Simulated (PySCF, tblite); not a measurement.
# C8H10O2Si: geometry, infrared bands and NMR shifts

Wanted: the infrared bands and NMR shifts of C8H10O2Si (`CC(=O)c1cccc(O[SiH3])c1`), by calculation.

Computed with tblite 0.8.0 and PySCF 2.14.0, with density-fitted response routines of our own, on a single molecule in the gas phase. Atoms are numbered from 0 throughout.

### Step 1. The molecule as given

21 atoms, charge 0, multiplicity 1; geometry from: force field or distance geometry start.

Bonds of the start (Å): C0–C1 1.46, C1–O2 1.28, C1–C3 1.46, C3–C4 1.36, C4–C5 1.39, C5–C6 1.38, C6–C7 1.38, C7–O8 1.38, O8–Si9 1.73, C7–C10 1.39, C10–C3 1.40, C0–H11 1.12, C0–H12 1.13, C0–H13 1.11, C4–H14 1.10, C5–H15 1.08, C6–H16 1.09, Si9–H17 1.46, Si9–H18 1.48, Si9–H19 1.48, C10–H20 1.08.

### Step 2. Relaxing the molecule with GFN2-xTB

Job settings and geometry (Å):

```
{"job": {"kind": "relax", "xc": "GFN2-xTB", "basis": "xTB"}, "charge": 0, "multiplicity": 1}
C     -3.472600    -0.395900    -0.458200
C     -2.146200    -0.923600    -0.158500
O     -1.970100    -2.188400    -0.178400
C     -0.988700    -0.101900     0.183900
C     -1.089000     1.254200     0.255000
C      0.014700     2.028900     0.571800
C      1.221300     1.407400     0.838600
C      1.365900     0.035800     0.801000
O      2.599800    -0.506300     1.079900
Si     3.640100    -0.960600    -0.222400
C      0.240700    -0.713300     0.467900
H     -4.027100    -1.057400    -1.167700
H     -4.065700    -0.420300     0.497900
H     -3.425600     0.619900    -0.905600
H     -2.009800     1.812500     0.048700
H     -0.086700     3.098000     0.623300
H      2.068800     2.037000     1.097800
H      2.898000    -1.823500    -1.136400
H      4.801300    -1.677700     0.346200
H      4.112100     0.284600    -0.858100
H      0.309800    -1.792300     0.427400
```

The run is started by

```bash
OMP_NUM_THREADS=1 python probes_run.py task.json out
```

The driver reads the jobs from task.json and runs them one after another.

**Question.** This job is followed by: GFN2-xTB harmonic vibrations, gas phase; GIAO PBE0/pcSseg-1 NMR shielding, non-relativistic, gas phase. What will the session give for the following? strongest single infrared mode (GFN2-xTB); zero-point energy (GFN2-xTB); 13C shifts against TMS (PBE0/pcSseg-1); 1H shifts against TMS (PBE0/pcSseg-1, means over atoms taken as alike); 17O shifts against H2O (PBE0/pcSseg-1); 29Si shifts against TMS (PBE0/pcSseg-1).

The runs gave:

```
                                                              quantity                                                      value
                             strongest single infrared mode (GFN2-xTB)                                      1285 cm⁻¹, 442 km/mol
                                          zero-point energy (GFN2-xTB)                                              95.6 kcal/mol
                                13C shifts against TMS (PBE0/pcSseg-1)  200.7, 162.9, 142.4, 135.0, 130.7, 126.8, 119.4, 29.1 ppm
1H shifts against TMS (PBE0/pcSseg-1, means over atoms taken as alike)                     7.74, 7.66, 7.64, 7.44, 5.19, 2.65 ppm
                                17O shifts against H2O (PBE0/pcSseg-1)                                            648.5, 95.6 ppm
                               29Si shifts against TMS (PBE0/pcSseg-1)                                                  -41.6 ppm
```

In words: Over 199 steps the energy fell by 0.655 eV; of the close pairs, O8–Si9 changed most, 1.728 to 1.631 Å. All 57 modes are real, so the xTB geometry is a minimum. The strongest single mode, at 1285 cm⁻¹, is spread over several atoms, C7, O8, C3, C5 among them. GFN2-xTB is a fitted tight-binding method: band positions and strengths are rough. Its intensities can rank the bands wrongly. The most deshielded carbon is C1 (ketone carbonyl carbon), at 200.7 ppm: the double bond to the heteroatom, with no lone-pair donor beside it, deshields it most. At PBE0/pcSseg-1: The largest span, 1252 ppm, is at O2, where the paramagnetic term is -717 ppm. NICS(1)zz of -26 ppm above the planar ring from C3 marks a diatropic (aromatic) ring current.
